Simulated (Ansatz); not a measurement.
# C₂H₉NOSi: up Jacob's ladder to CCSD(T)

An exercise on one series of results from a longer session: the logs are not shown, and one member is left open.

Program: Ansatz 0.2.0, Gaussian basis. Level of theory: functionals in def2-TZVPP, the program's frozen cores in correlated methods. These are calculated values, not measurements.

Levels to be run: PBE-D4, r2SCAN-D4, PBE0-D4, B3LYP-D4, ωB97X-V, ωB97M-V, B2PLYP; CCSD(T)/def2-TZVPP; MP2/def2-QZVPP; extrapolation to the limit.

## Structure used throughout

An earlier PBE0-D4 in a triple-zeta def2 set relaxation fixed the geometry.

14 atoms, charge 0, spin multiplicity 1.

Atoms are counted from 1 here; the program's logs count them from 0.

Bond lengths: C1–C2 1.509 Å, C1–H6 1.092 Å, C1–H7 1.092 Å, C1–H8 1.093 Å, C2–O3 1.412 Å, C2–H9 1.098 Å, C2–H10 1.099 Å, O3–Si4 1.645 Å, Si4–N5 1.706 Å, Si4–H11 1.479 Å, Si4–H12 1.488 Å, N5–H13 1.006 Å, N5–H14 1.005 Å. Angles: C2–C1–H6 110.4°, C2–C1–H7 110.5°, C2–C1–H8 110.5°, H6–C1–H7 108.2°, H6–C1–H8 108.5°, H7–C1–H8 108.6°, C1–C2–O3 109.5°, C1–C2–H9 110.2°, C1–C2–H10 110.1°, O3–C2–H9 109.8°, O3–C2–H10 110.0°, H9–C2–H10 107.2°, C2–O3–Si4 123.0°, O3–Si4–N5 116.7°, O3–Si4–H11 103.3°, O3–Si4–H12 109.0°, N5–Si4–H11 109.6°, N5–Si4–H12 105.1° and more.

Set-up of the first run:

File in.yaml:

```yaml
crystal:
  periodic: [false, false, false]
  atoms:
    - {symbol: C, position_ang: [-2.237090, -0.238581, -0.722385]}
    - {symbol: C, position_ang: [-0.738727, -0.065764, -0.695475]}
    - {symbol: O, position_ang: [-0.252061, -0.373332, 0.594367]}
    - {symbol: Si, position_ang: [1.351753, -0.452650, 0.950176]}
    - {symbol: N, position_ang: [2.246486, 0.990563, 0.781482]}
    - {symbol: H, position_ang: [-2.709878, 0.420410, 0.008460]}
    - {symbol: H, position_ang: [-2.508088, -1.267905, -0.479875]}
    - {symbol: H, position_ang: [-2.632084, 0.001010, -1.712718]}
    - {symbol: H, position_ang: [-0.471488, 0.966421, -0.957510]}
    - {symbol: H, position_ang: [-0.268979, -0.722610, -1.441495]}
    - {symbol: H, position_ang: [1.364382, -0.881698, 2.365488]}
    - {symbol: H, position_ang: [2.005374, -1.422618, 0.029568]}
    - {symbol: H, position_ang: [2.119939, 1.787338, 1.382193]}
    - {symbol: H, position_ang: [2.717562, 1.230515, -0.073474]}
basis:
  gaussian: {orbitals: def2-TZVPP}
hamiltonian: {xc: pbe, dispersion: d4}
output: {forces: true, orbitals: {seedname: orbitals}}
```

Started as:

```console
$ ansatz run in.yaml --threads 4 --pin off --events-out ev --progress --plain --max-ram 10444MiB
```

Steps of the session up to this table: PBE-D4 (GGA); r2SCAN-D4 (meta-GGA); PBE0-D4 (hybrid); B3LYP-D4 (hybrid); ωB97X-V (range-separated); ωB97M-V (range-separated); B2PLYP (double hybrid); CCSD(T) in def2-TZVPP; MP2 in def2-QZVPP.

One of the session's tables, all rows but one given; the rest of the session is left out.

| method | atomisation energy (eV) |
| --- | --- |
| PBE-D4 | 54.425 |
| r2SCAN-D4 | 53.725 |
| PBE0-D4 | 53.639 |
| B3LYP-D4 | 53.893 |
| ωB97X-V | 54.009 |
| ωB97M-V | 54.005 |
| B2PLYP | 53.302 |
| HF/def2-TZVPP | ? |
| MP2/def2-TZVPP | 52.999 |
| CCSD/def2-TZVPP | 51.816 |
| CCSD(T)/def2-TZVPP | 52.468 |
| MP2/CBS | 54.433 |
| CCSD(T)/CBS | 53.902 |

Estimate the missing values for HF/def2-TZVPP.

As computed: atomisation energy (eV): 39.318. In the column «atomisation energy (eV)» it is the lowest.
